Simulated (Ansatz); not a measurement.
# GeH3Cl: one species, many methods

An exercise on one series of results from a longer session: the logs are not shown, and one member is left open.

The runs use Ansatz 0.2.0, Gaussian basis; functionals in def2-TZVPP, the program's frozen cores in correlated methods.

Plan: LDA (SPW92), PBE-D4, revPBE-D4, BLYP-D4, r2SCAN-D4, B97M-V, PBE0-D4, B3LYP-D4, r2SCANh-D4, r2SCAN0-D4, HSE06-D4, BHLYP-D4, CAM-B3LYP-D4, LC-ωPBE, ωB97X-V, ωB97M-V, B2PLYP, PBE-QIDH; CCSD(T)/def2-SVP; CCSD(T)/def2-TZVPP; CCSD(T)/def2-QZVPP; extrapolation to the limit; RPA on PBE.

## Structure used throughout

An earlier PBE0-D4 in a triple-zeta def2 set relaxation fixed the geometry.

5 atoms, charge 0, spin multiplicity 1.

Atoms are counted from 1 here; the program's logs count them from 0.

Bond lengths: Cl1–Ge2 2.155 Å, Ge2–H3 1.532 Å, Ge2–H4 1.532 Å, Ge2–H5 1.532 Å. Angles: Cl1–Ge2–H3 107.1°, Cl1–Ge2–H4 107.1°, Cl1–Ge2–H5 107.1°, H3–Ge2–H4 111.7°, H3–Ge2–H5 111.7°, H4–Ge2–H5 111.7°.

The first run:

in.yaml reads:

```yaml
crystal:
  periodic: [false, false, false]
  atoms:
    - {symbol: Cl, position_ang: [-1.875834, -0.025110, 0.641260]}
    - {symbol: Ge, position_ang: [0.161847, -0.013883, -0.060597]}
    - {symbol: H, position_ang: [0.160355, 0.656169, -1.438094]}
    - {symbol: H, position_ang: [0.618957, -1.473716, -0.140635]}
    - {symbol: H, position_ang: [0.984474, 0.782939, 0.956666]}
basis:
  gaussian: {orbitals: def2-TZVPP}
hamiltonian: {xc: lda}
output: {orbitals: {seedname: orbitals}}
```

Started as:

```bash
$ ansatz run in.yaml --threads 2 --pin off --events-out ev --progress --plain --max-ram 32768MiB --backend cpu
```

Among the steps run: LDA; PBE-D4 (GGA); revPBE-D4 (GGA); BLYP-D4 (GGA); r2SCAN-D4 (meta-GGA); B97M-V (meta-GGA); B3LYP-D4 (hybrid); r2SCANh-D4 (hybrid); r2SCAN0-D4 (hybrid); HSE06-D4 (hybrid); BHLYP-D4 (hybrid); CAM-B3LYP-D4 (range-separated); LC-ωPBE (range-separated); ωB97X-V (range-separated); ωB97M-V (range-separated); B2PLYP (double hybrid); PBE-QIDH (double hybrid).

One table of the session follows, with a row left open; its other results are not shown here.

It belongs to the step «Frontier levels by functional». 

```
  functional  HOMO (eV)  gap (eV)
 LDA (SPW92)          ?         ?
      PBE-D4      -7.39      6.18
   revPBE-D4      -7.36      6.26
     BLYP-D4      -7.24      6.11
   r2SCAN-D4      -7.75      6.88
      B97M-V      -7.87      6.94
     PBE0-D4      -8.78      8.49
    B3LYP-D4      -8.51      7.95
  r2SCANh-D4      -8.25      7.70
  r2SCAN0-D4      -9.01      8.92
    HSE06-D4      -8.38      7.71
    BHLYP-D4     -10.03     10.67
CAM-B3LYP-D4     -10.14     10.87
     LC-ωPBE     -11.57     13.55
     ωB97X-V     -11.20     13.04
     ωB97M-V     -11.02     12.66
```

**Question.** Estimate the row for LDA (SPW92).

**Answer.** HOMO (eV): -7.48; gap (eV): 6.00. In the column «HOMO (eV)» it lies between r2SCAN-D4 (-7.75) and PBE-D4 (-7.39).
